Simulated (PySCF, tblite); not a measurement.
**C4H10O3Si: geometry, infrared bands and NMR shifts**

Aim: predict the infrared bands and NMR shifts of C4H10O3Si (`CO/C=C(\OC)O[SiH3]`).

The runs use tblite 0.8.0 and PySCF 2.14.0, with density-fitted response routines of our own; the level of theory stands in each step. All values are computed, except where a source is named. Atoms are numbered from 0 throughout.

### Step 1. Starting geometry

18 atoms, charge 0, multiplicity 1; geometry from: force field or distance geometry start.

Bonds of the start (Å): C0–O1 1.43, O1–C2 1.35, C2–C3 1.36, C3–O4 1.39, O4–C5 1.42, C3–O6 1.39, O6–Si7 1.65, C0–H8 1.09, C0–H9 1.09, C0–H10 1.09, C2–H11 1.08, C5–H12 1.09, C5–H13 1.10, C5–H14 1.10, Si7–H15 1.49, Si7–H16 1.49, Si7–H17 1.50.

### Step 2. Optimising the geometry with GFN2-xTB

Job settings and geometry (Å):

```
{"job": {"kind": "relax", "xc": "GFN2-xTB", "basis": "xTB"}, "charge": 0, "multiplicity": 1}
C      3.059300     0.107300    -0.417800
O      1.800400    -0.435300    -0.005600
C      0.856100     0.515300     0.185600
C     -0.487000     0.334400     0.181900
O     -1.145900    -0.873500     0.015700
C     -0.399500    -2.062100    -0.190800
O     -1.245400     1.483000     0.400200
Si    -2.898200     1.462800     0.468500
H      3.748900    -0.720200    -0.593900
H      2.930200     0.668300    -1.347200
H      3.472200     0.749900     0.361200
H      1.244100     1.509000     0.351500
H     -1.110000    -2.885200    -0.289100
H      0.197400    -2.011000    -1.112700
H      0.227600    -2.274600     0.684100
H     -3.398600     2.840000     0.721500
H     -3.383100     0.605400     1.584000
H     -3.477200     0.992900    -0.828700
```

On the command line:

```sh
$ OMP_NUM_THREADS=1 python probes_run.py task.json out
```

The driver reads the jobs from task.json and runs them one after another.

The log of the run:

```text
step      E/eV     max force
  0    -751.26655    1.760
  1    -751.35775    1.332
  2    -751.41796    0.777
  3    -751.45885    0.474
  4    -751.48236    0.421
  5    -751.49689    0.385
  6    -751.52357    0.383
  7    -751.54017    0.355
  8    -751.55236    0.235
  9    -751.56023    0.206
 10    -751.56803    0.211
 11    -751.57387    0.195
 12    -751.57743    0.138
 13    -751.57934    0.097
 14    -751.58066    0.085
 15    -751.58184    0.114
 16    -751.58281    0.100
 17    -751.58345    0.069
 18    -751.58388    0.057
 19    -751.58419    0.063
 20    -751.58448    0.062
 21    -751.58480    0.046
 22    -751.58520    0.070
 23    -751.58570    0.077
 24    -751.58619    0.052
 25    -751.58661    0.057
 26    -751.58706    0.054
 27    -751.58773    0.097
 28    -751.58867    0.122
 29    -751.58965    0.098
 30    -751.59029    0.044
 31    -751.59061    0.042
 32    -751.59088    0.055
 33    -751.59122    0.066
 34    -751.59154    0.051
 35    -751.59178    0.043
 36    -751.59200    0.042
 37    -751.59224    0.047
 38    -751.59249    0.046
 39    -751.59267    0.030
 40    -751.59276    0.019
 41    -751.59282    0.023
 42    -751.59290    0.026
 43    -751.59298    0.021
 44    -751.59306    0.018
 45    -751.59313    0.022
 46    -751.59323    0.029
 47    -751.59337    0.033
 48    -751.59352    0.029
 49    -751.59365    0.034
 50    -751.59377    0.033
 51    -751.59387    0.027
 52    -751.59398    0.026
 53    -751.59406    0.020
 54    -751.59412    0.021
 55    -751.59419    0.027
 56    -751.59427    0.027
 57    -751.59437    0.028
 58    -751.59448    0.032
 59    -751.59463    0.039
 60    -751.59483    0.046
 61    -751.59507    0.044
 62    -751.59525    0.025
 63    -751.59533    0.020
 64    -751.59539    0.017
 65    -751.59544    0.022
 66    -751.59549    0.020
 67    -751.59552    0.017
 68    -751.59557    0.022
 69    -751.59564    0.025
 70    -751.59579    0.041
 71    -751.59607    0.051
 72    -751.59639    0.040
 73    -751.59658    0.042
 74    -751.59667    0.034
 75    -751.59685    0.024
 76    -751.59693    0.018
 77    -751.59703    0.016
 78    -751.59710    0.019
 79    -751.59717    0.021
 80    -751.59723    0.020
 81    -751.59730    0.017
 82    -751.59734    0.015
 83    -751.59739    0.018
 84    -751.59745    0.020
 85    -751.59752    0.019
 86    -751.59758    0.022
 87    -751.59764    0.021
 88    -751.59769    0.019
 89    -751.59777    0.023
 90    -751.59790    0.030
 91    -751.59805    0.031
 92    -751.59820    0.024
 93    -751.59831    0.022
 94    -751.59841    0.023
 95    -751.59851    0.027
 96    -751.59859    0.019
 97    -751.59861    0.028
 98    -751.59864    0.011
 99    -751.59865    0.008
```

Wall time 1.1 s (1 thread of Arm Neoverse N1, shared host); peak memory 0.18 GiB.

Step by step: (not every step is listed)

```tsv
step	energy from step 0 (eV)	largest force (eV/Å)
0	0.0000	1.7600
1	-0.0912	1.3318
2	-0.1514	0.7772
3	-0.1923	0.4743
4	-0.2158	0.4206
5	-0.2303	0.3849
6	-0.2570	0.3826
7	-0.2736	0.3552
8	-0.2858	0.2351
16	-0.3163	0.1002
24	-0.3196	0.0516
32	-0.3243	0.0545
40	-0.3262	0.0186
48	-0.3270	0.0288
56	-0.3277	0.0272
64	-0.3288	0.0168
72	-0.3298	0.0402
80	-0.3307	0.0197
88	-0.3311	0.0190
94	-0.3319	0.0228
95	-0.3320	0.0269
96	-0.3320	0.0189
97	-0.3321	0.0279
98	-0.3321	0.0107
99	-0.3321	0.0083
```

Distances of close pairs at the start and the end, largest changes first:

```tsv
bond	before (Å)	after (Å)	change (Å)
C3–O6	1.394	1.340	-0.054
Si7–H17	1.496	1.462	-0.035
Si7–H15	1.487	1.457	-0.030
O1–C2	1.353	1.383	+0.030
Si7–H16	1.488	1.461	-0.027
C0–O1	1.431	1.407	-0.024
C3–O4	1.386	1.363	-0.023
C2–C3	1.355	1.333	-0.022
```

The next job starts from the end point, and lists it.

### Step 3. Harmonic vibrations with GFN2-xTB

Job settings and geometry (Å):

```
{"job": {"kind": "ir", "xc": "GFN2-xTB", "basis": "xTB"}, "charge": 0, "multiplicity": 1}
C      3.043718     0.056430    -0.398138
O      1.844908    -0.383118     0.193276
C      0.873835     0.598532     0.273244
C     -0.443364     0.393296     0.250069
O     -1.147997    -0.764743     0.110250
C     -0.462519    -1.942128    -0.255125
O     -1.265549     1.437591     0.417481
Si    -2.902634     1.306418     0.457612
H      3.747196    -0.770443    -0.316844
H      2.901867     0.312589    -1.454419
H      3.446049     0.930165     0.126674
H      1.223364     1.613872     0.403015
H     -1.220835    -2.723276    -0.284425
H     -0.001861    -1.838881    -1.240988
H      0.308950    -2.193832     0.474141
H     -3.189692     2.719677     0.662270
H     -3.344107     0.457261     1.561222
H     -3.420087     0.796907    -0.810967
```

The log of the run:

```text
mode    cm-1     km/mol
  1      48.8      6.44
  2      63.2      3.57
  3      65.7      2.08
  4     104.0      4.25
  5     150.9      0.49
  6     159.0      1.09
  7     179.5      0.63
  8     205.3      1.71
  9     277.6      4.85
 10     324.9      3.20
 11     362.4      3.59
 12     437.8     17.09
 13     531.1      6.89
 14     553.5     12.59
 15     611.8     93.73
 16     686.9     77.04
 17     754.9    220.29
 18     758.5     14.26
 19     794.0    171.03
 20     814.2    132.88
 21     821.2    294.88
 22     902.8    145.05
 23    1018.9     54.40
 24    1100.4     23.07
 25    1114.8    242.27
 26    1123.3      3.90
 27    1128.8      4.60
 28    1165.5      6.66
 29    1184.4    205.63
 30    1238.7    352.18
 31    1297.8    139.25
 32    1398.1      3.31
 33    1407.1      1.40
 34    1456.2      5.82
 35    1467.6      6.96
 36    1478.0     11.02
 37    1484.5      5.69
 38    1766.0     95.51
 39    2255.0    387.07
 40    2277.8    205.06
 41    2320.8    243.94
 42    2911.7     50.00
 43    2933.0     55.02
 44    2957.9     30.90
 45    2990.8     15.34
 46    3020.5     14.33
 47    3026.0     17.25
 48    3056.3     36.00
```

Wall time 1.1 s (1 thread of Arm Neoverse N1, shared host); peak memory 0.18 GiB.

Which atoms move in the most intense modes:

```tsv
cm⁻¹	km/mol	atoms
755	220.3	H15 57 %, H16 20 %, H17 16 %
821	294.9	Si7 25 %, O6 20 %, H15 14 %
1115	242.3	O1 30 %, C0 19 %, O4 10 %
1184	205.6	O1 26 %, H8 20 %, C2 17 %, C0 12 %
1239	352.2	C3 38 %, O6 28 %, H11 17 %
2255	387.1	H17 66 %, H16 30 %
2278	205.1	H16 66 %, H17 30 %
2321	243.9	H15 96 %
```

### Step 4. NMR shieldings: PBE0/pcSseg-1

The job, as its differences from that of step 3:

```diff
@@ -1,2 +1,2 @@
-{"job": {"kind": "ir", "xc": "GFN2-xTB", "basis": "xTB"}, "charge": 0, "multiplicity": 1}
+{"job": {"kind": "nmr", "xc": "PBE0", "basis": "pcSseg-1"}, "charge": 0, "multiplicity": 1}
 C      3.043718     0.056430    -0.398138
```

With the program's defaults for keys left out, this is: GIAO PBE0/pcSseg-1 NMR shielding, non-relativistic, gas phase.

The log of the run:

```text
coarse grid: 15432 points
cycle   1  E = -672.7652879602  dE =  1.164e+00  |g| = 8.346e-01  |ddm| = 3.745e+00
cycle   2  E = -672.6417625556  dE =  1.235e-01  |g| = 1.187e+00  |ddm| = 1.452e+00
cycle   3  E = -672.8847505912  dE = -2.430e-01  |g| = 8.856e-02  |ddm| = 9.178e-01
cycle   4  E = -672.8859640079  dE = -1.213e-03  |g| = 3.652e-02  |ddm| = 7.534e-02
cycle   5  E = -672.8862220170  dE = -2.580e-04  |g| = 9.588e-03  |ddm| = 2.976e-02
cycle   6  E = -672.8862375688  dE = -1.555e-05  |g| = 3.146e-03  |ddm| = 8.405e-03
cycle   7  E = -672.8862397188  dE = -2.150e-06  |g| = 7.628e-04  |ddm| = 3.075e-03
final grid: 144104 points
cycle   8  E = -672.9648232136  dE = -2.450e-05  |g| = 1.467e-02  |ddm| = 2.890e-02
cycle   9  E = -672.9647824614  dE =  4.075e-05  |g| = 2.134e-02  |ddm| = 1.978e-02
cycle  10  E = -672.9648603731  dE = -7.791e-05  |g| = 1.468e-03  |ddm| = 1.255e-02
cycle  11  E = -672.9648608560  dE = -4.829e-07  |g| = 2.668e-04  |ddm| = 1.307e-03
cycle  12  E = -672.9648608664  dE = -1.039e-08  |g| = 1.502e-04  |ddm| = 3.126e-04
cycle  13  E = -672.9648608710  dE = -4.687e-09  |g| = 3.347e-05  |ddm| = 1.467e-04
cycle  14  E = -672.9648608713  dE = -2.178e-10  |g| = 1.083e-05  |ddm| = 3.542e-05
converged SCF energy = -672.9648608713

GIAO shielding tensors (ppm)
atom      isotropic    diamagn.    paramagn.     s11        s22        s33       span
  0 C      124.728     242.601    -117.873     93.999     96.051    184.133     90.134
  1 O      302.699     398.999     -96.301    264.230    311.588    332.278     68.048
  2 C       68.419     254.682    -186.263     12.011     88.585    104.661     92.650
  3 C       31.976     252.566    -220.589    -44.332     58.895     81.366    125.699
  4 O      231.981     402.230    -170.249    147.377    244.860    303.707    156.330
  5 C      128.188     245.954    -117.766    102.692    105.233    176.639     73.948
  6 O      254.258     396.366    -142.108    208.907    252.829    301.039     92.132
  7 Si     391.942     880.078    -488.135    354.127    364.336    457.365    103.238
  8 H       27.895      27.920      -0.025     23.997     25.470     34.218     10.221
  9 H       28.279      29.075      -0.796     24.532     26.333     33.974      9.442
 10 H       28.285      27.942       0.343     24.746     25.977     34.132      9.386
 11 H       26.328      33.302      -6.973     22.997     24.683     31.305      8.309
 12 H       27.894      29.508      -1.614     23.829     26.304     33.548      9.720
 13 H       27.762      31.446      -3.684     24.319     26.188     32.777      8.458
 14 H       27.022      31.141      -4.119     22.363     27.051     31.653      9.290
 15 H       27.160      28.995      -1.835     23.501     25.568     32.412      8.911
 16 H       26.906      29.505      -2.598     23.569     25.431     31.718      8.149
 17 H       26.924      29.803      -2.879     23.586     25.583     31.603      8.017
```

Run time: 70 s. Hardware: 1 thread of Arm Neoverse N1, shared host; peak memory 0.85 GiB.

Shifts follow as δ = σ(reference) − σ, with reference shieldings (ppm) from runs at the same level and on the same kind of geometry: 1H TMS 31.72, 13C TMS 186.9, 29Si TMS 349.2, 17O H2O 336.1. The references are single molecules in the gas phase, so shifts against H2O, NH3, PH3, H3PO4 or CFCl3 are not on the usual liquid scales and can be off by tens of ppm. Atoms listed in one row are averaged.

```tsv
atoms	environment	σ (ppm)	δ (ppm)	δ scaled to CDCl3
C3	alkene carbon bearing oxygen	32.0	154.9	149.3
C2	alkene carbon bearing oxygen	68.4	118.5	113.7
C0	methyl carbon bonded to O	124.7	62.2	58.8
C5	methyl carbon bonded to O	128.2	58.7	55.4
H11	hydrogen on an alkene carbon bearing oxygen	26.33	5.39	5.19
H15, H16, H17	hydrogen on a silicon bonded to O	27.00	4.72	–
H12, H13, H14	hydrogen on a methyl carbon bonded to O	27.56	4.16	4.03
H8, H9, H10	hydrogen on a methyl carbon bonded to O	28.15	3.56	3.47
O4	ether oxygen	232.0	104.1	–
O6	oxygen bonded to C, Si	254.3	81.8	–
O1	ether oxygen	302.7	33.4	–
Si7	silicon bonded to O, 3 H	391.9	-42.8	–
```

The scaled column applies a straight-line fit of computed shieldings to shifts measured in CDCl3 (root-mean-square error 0.16 ppm for H, 1.9 ppm for C).

The run also stored atomic charges by several schemes (e):

```tsv
atoms	Mulliken	IAO	Hirshfeld	ESP fit
C0	-0.02	-0.20	-0.04	-0.24
O1	-0.50	-0.36	-0.12	-0.15
C2	0.07	-0.11	-0.06	-0.34
C3	0.45	0.34	0.12	0.41
O4	-0.53	-0.34	-0.10	-0.19
C5	-0.01	-0.20	-0.04	-0.25
O6	-0.60	-0.58	-0.20	-0.45
Si7	0.69	0.87	0.37	0.61
```

Mayer bond orders: C0–O1 0.92, O1–C2 0.94, C2–C3 1.76, C3–O4 0.99, O4–C5 0.88, C3–O6 0.98, O6–Si7 0.90.

The fields below are evaluated on a grid from the run's orbitals.

Frontier orbitals at PBE0/pcSseg-1, with the share of their density that lies nearest to each atom:

```tsv
orbital	energy (eV)	lies on
HOMO	-5.54	C2 29 %; C3 20 %; O1 19 %
LUMO	0.63	H15, H16, H17 about 20 % each; Si7 20 %; O6 11 %
```

ELF in a plane through or near 12 of the atoms.

Values, 10 rows by 14 columns:
```
0.00 0.00 0.00 0.00 0.00 0.00 0.00 0.00 0.00 0.00 0.00 0.00 0.00 0.00
0.00 0.00 0.00 0.00 0.00 0.00 0.00 0.00 0.00 0.00 0.00 0.00 0.00 0.00
0.00 0.00 0.00 0.03 0.02 0.01 0.25 0.00 0.01 0.00 0.81 0.95 0.12 0.00
0.00 0.00 0.09 0.99 0.96 0.49 1.00 0.05 0.84 0.42 0.96 1.00 0.79 0.00
0.00 0.00 0.26 0.66 0.39 0.39 0.75 0.65 0.77 0.85 0.76 0.28 0.06 0.00
0.00 0.03 0.99 0.99 0.32 0.87 0.11 0.46 0.59 0.06 0.49 0.45 0.03 0.00
0.00 0.00 0.04 0.05 0.02 0.03 0.57 0.62 0.76 0.53 0.01 0.02 0.00 0.00
0.00 0.00 0.00 0.00 0.00 0.04 0.42 0.91 0.88 0.01 0.00 0.00 0.00 0.00
0.00 0.00 0.00 0.00 0.00 0.00 0.03 0.93 0.96 0.01 0.00 0.00 0.00 0.00
0.00 0.00 0.00 0.00 0.00 0.00 0.00 0.00 0.00 0.00 0.00 0.00 0.00 0.00
```
The map spans 12.9 Å across and 11.1 Å up, centred on the molecule. Atoms in the plane (x, y in Å): C0 (-3.0, 0.6), C2 (-0.7, 0.8), C3 (0.5, 0.3), O4 (1.0, -1.0), C5 (0.1, -2.0), O6 (1.6, 1.2), Si7 (3.1, 0.7), H8 (-3.8, 0.0), H10 (-3.2, 1.6), H11 (-0.8, 1.9), H12 (0.6, -2.9), H15 (3.7, 2.1).

On the surface of density 0.002 e/bohr³ the electrostatic potential runs, from the 1st to the 99th percentile, from -1.13 V near O1 to 1.05 V near H16.

### Step 5. What came out

| quantity | value |
| --- | --- |
| strongest single infrared mode (GFN2-xTB) | 2255 cm⁻¹, 387 km/mol |
| zero-point energy (GFN2-xTB) | 83.2 kcal/mol |
| 13C shifts against TMS (PBE0/pcSseg-1) | 154.9, 118.5, 62.2, 58.7 ppm |
| 1H shifts against TMS (PBE0/pcSseg-1, means over atoms taken as alike) | 5.39, 4.72, 4.16, 3.56 ppm |
| 17O shifts against H2O (PBE0/pcSseg-1) | 104.1, 81.8, 33.4 ppm |
| 29Si shifts against TMS (PBE0/pcSseg-1) | -42.8 ppm |
| surface potential, 1st and 99th percentile | -1.13 V and 1.05 V |

The optimisation took 99 steps and gained 0.332 eV; among the close pairs (by a distance rule), C3–O6 changed most, from 1.394 to 1.340 Å. No mode is imaginary among the 48: a minimum at this level. The strongest single mode, at 2255 cm⁻¹, moves mainly H17. GFN2-xTB is a fitted tight-binding method: band positions and strengths are rough. Its intensities can rank the bands wrongly. The most deshielded hydrogen is H11 (hydrogen on an alkene carbon bearing oxygen), at 5.39 ppm: attached to an sp2 carbon and in the plane of the double bond. At PBE0/pcSseg-1: The largest span, 156 ppm, is at O4, where the paramagnetic term is -170 ppm.
